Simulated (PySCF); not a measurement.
# H2O3Si2: relaxation and vibrations and intensities, part 2 of 2

The task, for H2O3Si2: 2 runs in a chain (relaxation and vibrations and intensities).

PySCF 2.14.0; relaxation, pbe0, def2-tzvp, and further levels as typed in the inputs. The steps go on from the part before.

**3. Vibrations and intensities: vibrations and intensities, pbe0, def2-tzvp**

It takes the final geometry of step 2.

run.py reads:

```python
from pyscf import gto, dft
from pyscf.hessian import thermo
import numpy as np
mol = gto.M(atom="mol.xyz", basis="def2-tzvp", charge=1, spin=1, verbose=4)
mf = dft.UKS(mol, xc="pbe0").density_fit().run(conv_tol=1e-9)
for i in range(6):  # look for a lower solution of the same spin
    mo, _, ok, _ = mf.stability(return_status=True)
    if ok: break
    mf.kernel(mf.make_rdm1(mo, mf.mo_occ))
print(f"converged SCF energy = {mf.e_tot:.10f}, stable: {ok}")
mol.verbose = 0; x = mol.atom_coords(); n = x.size; h = np.zeros((n, n + 3))
def point(d):  # for finite differences of the forces
    m = mol.set_geom_(x + d.reshape(-1, 3), unit="Bohr", inplace=False); s = dft.UKS(m, xc="pbe0").density_fit()
    s.grids.level = 4
    s.run(mf.make_rdm1(), conv_tol=1e-10); g = s.nuc_grad_method(); g.grid_response = True
    return np.append(g.kernel(), s.dip_moment(unit="AU", verbose=0))
for k in range(n): d = np.zeros(n); d[k] = 0.01; h[k] = (point(d) - point(-d)) / 0.02
H = (h[:, :n] + h[:, :n].T) / 2
f = thermo.harmonic_analysis(mol, H.reshape(mol.natm, 3, mol.natm, 3).transpose(0, 2, 1, 3))
print("harmonic vibrations: frequency (1/cm), infrared intensity (km/mol)")
for w, q in zip(f["freq_wavenumber"], f["norm_mode"]): t = q.ravel() @ h[:, n:]; print(f"  {w.real - w.imag:9.2f} {974.88 * t @ t:9.2f}")
```

Run with:

```bash
python run.py
```

Output:

```text
[INPUT] num. atoms = 7
[INPUT] num. electrons = 53
[INPUT] charge = 1
[INPUT] spin (= nelec alpha-beta = 2S) = 1
[INPUT] symmetry False subgroup None
[INPUT] Mole.unit = angstrom
[INPUT] Symbol           X                Y                Z      unit          X                Y                Z       unit  Magmom
[INPUT]  1 H      0.807542230000  -2.350177280000   0.909908210000 AA    1.526033648721  -4.441191403375   1.719477315393 Bohr   0.0
[INPUT]  2 O      0.496882650000  -2.317288060000  -0.003212190000 AA    0.938972124548  -4.379039785125  -0.006070159360 Bohr   0.0
[INPUT]  3 Si    -0.162930000000  -1.171208920000  -0.814590240000 AA   -0.307893077475  -2.213264093448  -1.539352457344 Bohr   0.0
[INPUT]  4 O     -0.621697810000   0.325497960000  -0.498137450000 AA   -1.174838593142   0.615101998505  -0.941343352889 Bohr   0.0
[INPUT]  5 Si    -1.244453430000   0.446597560000  -2.130922350000 AA   -2.351676157476   0.843947076299  -4.026859634215 Bohr   0.0
[INPUT]  6 O     -0.663437260000  -1.189634130000  -2.328149500000 AA   -1.253714722232  -2.248082694135  -4.399564932043 Bohr   0.0
[INPUT]  7 H     -0.432084400000   1.399370450000  -2.936243530000 AA   -0.816521178697   2.644426897309  -5.548696106726 Bohr   0.0

nuclear repulsion = 300.366447247644
number of shells = 67
number of NR pGTOs = 280
number of NR cGTOs = 179
basis = def2-tzvp
ecp = {}

******** <class 'pyscf.df.df_jk.DFUKS'> ********
method = DFUKS
initial guess = minao
damping factor = 0
level_shift factor = 0
DIIS = <class 'pyscf.scf.diis.CDIIS'>
diis_start_cycle = 1
diis_space = 8
diis_damp = 0
SCF conv_tol = 1e-09
SCF conv_tol_grad = None
SCF max_cycles = 50
direct_scf = False
number electrons alpha = 27  beta = 26
XC library pyscf.dft.libxc version 7.0.0
    S. Lehtola, C. Steigemann, M. J.T. Oliveira, and M. A.L. Marques.,  SoftwareX 7, 1–5 (2018)
XC functionals = pbe0
    C. Adamo and V. Barone.,  J. Chem. Phys. 110, 6158 (1999)
    M. Ernzerhof and G. E. Scuseria.,  J. Chem. Phys. 110, 5029 (1999)
radial grids:
    Treutler-Ahlrichs [JCP 102, 346 (1995); DOI:10.1063/1.469408] (M4) radial grids

becke partition: Becke, JCP 88, 2547 (1988); DOI:10.1063/1.454033
pruning grids: <function nwchem_prune at 0xe3b167fdc180>
grids dens level: 3
symmetrized grids: False
atomic radii adjust function: <function treutler_atomic_radii_adjust at 0xe3b167fdc860>
small_rho_cutoff = 0
Set gradient conv threshold to 3.16228e-05
tot grids = 100224
******** <class 'pyscf.df.df.DF'> ********
auxbasis = def2-tzvp-jkfit
init E= -806.445828729875
[... the frontier-level lines of each cycle are left out ...]


cycle= 1 E= -805.098182280807  delta_E= 1.35  |g|= 0.813  |ddm|= 1.89
cycle= 2 E= -804.750301393353  delta_E= 0.348  |g|= 1.28  |ddm|= 1.15
cycle= 3 E= -805.336466473044  delta_E= -0.586  |g|= 0.0504  |ddm|= 0.666
cycle= 4 E= -805.337230139432  delta_E= -0.000764  |g|= 0.0334  |ddm|= 0.0551
cycle= 5 E= -805.337560930673  delta_E= -0.000331  |g|= 0.0162  |ddm|= 0.0268
cycle= 6 E= -805.337656721178  delta_E= -9.58e-05  |g|= 0.00289  |ddm|= 0.011
cycle= 7 E= -805.337660446115  delta_E= -3.72e-06  |g|= 0.00222  |ddm|= 0.00397
cycle= 8 E= -805.337662454851  delta_E= -2.01e-06  |g|= 0.000507  |ddm|= 0.0018
cycle= 9 E= -805.337662626479  delta_E= -1.72e-07  |g|= 0.000142  |ddm|= 0.000857
cycle= 10 E= -805.337662649863  delta_E= -2.34e-08  |g|= 4.96e-05  |ddm|= 0.000299
cycle= 11 E= -805.337662652404  delta_E= -2.54e-09  |g|= 2.61e-05  |ddm|= 0.0001
cycle= 12 E= -805.337662652742  delta_E= -3.38e-10  |g|= 1.82e-05  |ddm|= 3.01e-05
Extra cycle  E= -805.337662652656  delta_E= 8.59e-11  |g|= 2.73e-05  |ddm|= 2.39e-05
converged SCF energy = -805.337662652656  <S^2> = 0.75289045  2S+1 = 2.0028884
uhf_internal: lowest eigs of H = [0.27821819 0.33159417 0.36287419]
<class 'pyscf.df.df_jk.DFUKS'> wavefunction is stable in the internal stability analysis
converged SCF energy = -805.3376626527, stable: True
harmonic vibrations: frequency (1/cm), infrared intensity (km/mol)
     154.75      0.44
     242.61      8.39
     337.22    186.47
     390.28     22.97
     517.47      3.05
     583.74    116.05
     603.56     43.52
     630.20    123.16
     720.08     59.92
     731.19    206.92
     906.93     10.76
    1016.94    146.12
    1249.30    238.13
    2173.69      9.51
    3842.11    481.83
```

Run time: 31 min. Hardware: 3 threads of Arm Neoverse N1, shared host.

Harmonic frequencies from the force constants, with isotope-averaged masses (PySCF's default) and rigid motions projected out (i: imaginary):

| mode | cm⁻¹ | IR (km/mol) |
| --- | --- | --- |
| 1 | 155 | 0.4 |
| 2 | 243 | 8.4 |
| 3 | 337 | 186.5 |
| 4 | 390 | 23.0 |
| 5 | 517 | 3.0 |
| 6 | 584 | 116.0 |
| 7 | 604 | 43.5 |
| 8 | 630 | 123.2 |
| 9 | 720 | 59.9 |
| 10 | 731 | 206.9 |
| 11 | 907 | 10.8 |
| 12 | 1017 | 146.1 |
| 13 | 1249 | 238.1 |
| 14 | 2174 | 9.5 |
| 15 | 3842 | 481.8 |

**4. Results**

This closing draws on all 2 parts.

```
                     quantity             value
harmonic frequencies (step 3)  155 to 3842 cm⁻¹
   zero-point energy (step 3)          0.874 eV
```

In step 3 all modes are real: a minimum.
